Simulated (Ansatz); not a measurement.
I need a rigid scan of one bond length of CH5BrGe, SMILES [GeH3][CH2]Br. Use Ansatz's Python interface. Level of theory (for the species named): MP2, def2-SVP basis, multiplicity 1.

```tsv
atom	x (Å)	y (Å)	z (Å)
Ge	-0.5239	0.5629	-0.4604
C	0.4884	-0.5763	0.6459
Br	1.6302	-1.6322	-0.4818
H	-1.3462	-0.2288	-1.4584
H	0.3699	1.5370	-1.2907
H	-1.5105	1.4727	0.4217
H	1.1260	0.0345	1.3543
H	-0.1417	-1.2269	1.2136
```

`scan_ch5brge.py`:
```python
'''Stretching a bond of CH5BrGe, the rest held rigid.'''

import logging
import sys
import warnings

import ansatz as az
import numpy as np

logging.basicConfig(stream=sys.stdout, format='%(name)s: %(message)s')
logger = logging.getLogger('ansatz_job')
logger.setLevel(logging.INFO)

warnings.simplefilter('ignore', az.DeckWarning)

mol = (
    az.Crystal.molecule()
    .atom('Ge', [-0.5239, 0.5629, -0.4604])
    .atom('C', [0.4884, -0.5763, 0.6459])
    .atom('Br', [1.6302, -1.6322, -0.4818])
    .atom('H', [-1.3462, -0.2288, -1.4584])
    .atom('H', [0.3699, 1.537, -1.2907])
    .atom('H', [-1.5105, 1.4727, 0.4217])
    .atom('H', [1.126, 0.0345, 1.3543])
    .atom('H', [-0.1417, -1.2269, 1.2136])
)

symbols = [site.symbol for site in mol.cartesian_sites]
start = np.array([site.position_ang for site in mol.cartesian_sites])
axis = (start[1] - start[0]) / np.linalg.norm(start[1] - start[0])
moving = [1, 2, 6, 7]
lengths, energies = [1.6, 1.73, 1.88, 2.07, 2.35, 2.82, 3.39, 4.14], []
for length in lengths:
    xyz = start.copy()
    xyz[moving] += (length - np.linalg.norm(start[1] - start[0])) * axis
    point = az.Crystal.molecule()
    for symbol, place in zip(symbols, xyz):
        point = point.atom(symbol, place.tolist())
    base = (
        point.calculation()
        .basis(gaussian='def2-SVP')  # atom-centred Gaussian functions
        .correlation('mp2')  # correlation on top of the mean field
    )
    report = base.run(threads=1).report
    energies.append(report['free_energy_ev'])
    logger.info(f'r = {length:6.3f} A  E = {energies[-1]:.5f} eV  <S^2> = {abs(report["mean_field"]["state"]["spin_squared"]):.3f}')

print('energy above the lowest point (eV):', [round(e - min(energies), 3) for e in energies])
```

```console
$ python scan_ch5brge.py
ansatz_job: r =  1.600 A  E = -127579.89339 eV  <S^2> = 0.000
ansatz_job: r =  1.730 A  E = -127581.26851 eV  <S^2> = 0.000
ansatz_job: r =  1.880 A  E = -127581.88035 eV  <S^2> = 0.000
ansatz_job: r =  2.070 A  E = -127581.86261 eV  <S^2> = 0.000
ansatz_job: r =  2.350 A  E = -127581.17510 eV  <S^2> = 0.000
ansatz_job: r =  2.820 A  E = -127579.73497 eV  <S^2> = 0.000
ansatz_job: r =  3.390 A  E = -127578.43275 eV  <S^2> = 0.000
ansatz_job: r =  4.140 A  E = -127577.62544 eV  <S^2> = 0.000
energy above the lowest point (eV): [1.987, 0.612, 0.0, 0.018, 0.705, 2.145, 3.448, 4.255]
```

Total energies depend on the basis set; only differences at equal settings carry meaning. The rest of the molecule is held rigid at a force-field or estimated start geometry, and the basis set is modest; single-reference methods fail as a bond breaks. The orbitals are restricted, so S² is zero by construction. Toward dissociation an unrestricted state can lie under the restricted one, by tenths of an eV for polar bonds under a functional and by 1 to 2 eV or more for others. S² is that of the Hartree-Fock reference. Timing: 20 s on 1 thread of Arm Neoverse V2, with other jobs on the host, peak memory 0.33 GiB.
